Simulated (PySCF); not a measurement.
# [LaBr2]+: other functionals and bases at one geometry

Aim: see how levels, charges and forces of [LaBr2]+ depend on the level of theory. The structure is generated, not taken from experiment.

Computed with PySCF 2.14.0. Level: several levels, as the steps say, no spin–orbit coupling.

1 further run of the same task is left out (for a known fault of the program).

## (1) Where the work starts

3 atoms, charge 1, spin multiplicity 1.

Bond lengths: La1–Br2 2.652 Å, La1–Br3 2.652 Å. Angles: Br2–La1–Br3 106.7°.

As a file:

```xyz
3

La    0.00000    0.00000   -0.89731
Br    2.12805    0.00000    0.68520
Br   -2.12805    0.00000    0.68520
```

Formal oxidation states: La +3. An earlier session relaxed this geometry at PBE0, La def2-SVP with ECP46, Br def2-SVP (singlet, point group C2v).

At PBE0 on the finer grid: E = -5178.591274 Eh, HOMO -12.61 eV, LUMO -7.47 eV, Mulliken charge on La1 +1.28 e, largest force component 0.012 eV/Å. 

Levels to run: PBE; TPSSh; PBE0, TZVP. Hardware: 2 threads of Intel Xeon at 2.50GHz (Skylake/Cascade Lake), shared host.

## (2) PBE

run.py (the lines that set the calculation) reads:

```python
mol = gto.M(atom='''
La     0.00000     0.00000    -0.89731
Br     2.12805     0.00000     0.68520
Br    -2.12805     0.00000     0.68520''',
    basis={'La': 'def2-SVP', 'Br': 'def2-SVP'},
    ecp={'La': 'def2-SVP'},
    charge=1, spin=0)
mf = dft.RKS(mol, xc='PBE')
mf.grids.atom_grid = (75, 302)  # f atoms: unpruned, at least (60, 302)
mf = mf.density_fit()  # fitting sets: La def2-universal-JKFIT, Br def2-universal-JKFIT
mf.conv_tol = 1e-08; mf.max_cycle = 55
mf.kernel(dm0)  # dm0: the density of the relaxed state
```

Command:

```sh
$ OMP_NUM_THREADS=2 python run.py
```

## (3) TPSSh

run.py (the lines that set the calculation): that of step 2 with these lines changed.

```diff
@@ -7,3 +7,3 @@
     charge=1, spin=0)
-mf = dft.RKS(mol, xc='PBE')
+mf = dft.RKS(mol, xc='TPSSH')
 mf.grids.atom_grid = (75, 302)  # f atoms: unpruned, at least (60, 302)
```

## (4) PBE0, TZVP

Basis: La def2-TZVP with ECP46, Br def2-TZVP. 

run.py (the lines that set the calculation) reads:

```python
mol = gto.M(atom='''
La     0.00000     0.00000    -0.89731
Br     2.12805     0.00000     0.68520
Br    -2.12805     0.00000     0.68520''',
    basis={'La': 'def2-TZVP', 'Br': 'def2-TZVP'},
    ecp={'La': 'def2-TZVP'},
    charge=1, spin=0)
mf = dft.RKS(mol, xc='PBE0')
mf.grids.atom_grid = (75, 302)  # f atoms: unpruned, at least (60, 302)
mf = mf.density_fit()  # fitting sets: La def2-universal-JKFIT, Br def2-universal-JKFIT
mf.conv_tol = 1e-08; mf.max_cycle = 55
mf.kernel(dm0)  # dm0: free metal ions and neutral atoms
```

Q: Predict the outcome of this session. Wanted: for each run, HOMO; gap; charge on La1; dipole; largest force.

**Answer**, as computed:

| level | state | HOMO (eV) | gap (eV) | charge on La1 (e) | dipole (D) | largest force (eV/Å) | basis functions | time |
| --- | --- | --- | --- | --- | --- | --- | --- | --- |
| PBE0 (relaxed here) | singlet | -12.61 | 5.14 | 1.28 | 8.35 | 0.01 | 96 | 50 s |
| PBE | singlet | -11.44 | 3.28 | 1.15 | 7.69 | 0.26 | 96 | 23 s |
| TPSSh | singlet | -11.99 | 4.26 | 1.29 | 8.29 | 0.25 | 96 | 24 s |
| PBE0, TZVP | singlet | -12.59 | 5.18 | 1.47 | 8.23 | 0.06 | 136 | 44 s |

Times are on 2 threads of Intel Xeon at 2.50GHz (Skylake/Cascade Lake), shared host; the first row also made further properties. The dipole of a charged species depends on the origin, so these sizes hold for this origin alone.

In one basis the HOMO–LUMO gap runs from 3.28 eV (PBE) to 5.14 eV (PBE0). The largest leftover force, 0.26 eV/Å with PBE, stands at a geometry relaxed at another level. The Mulliken charge on La spans +1.15 to +1.47 e over the levels. Total energies of different levels can't be compared. Spin–orbit coupling is left out throughout.
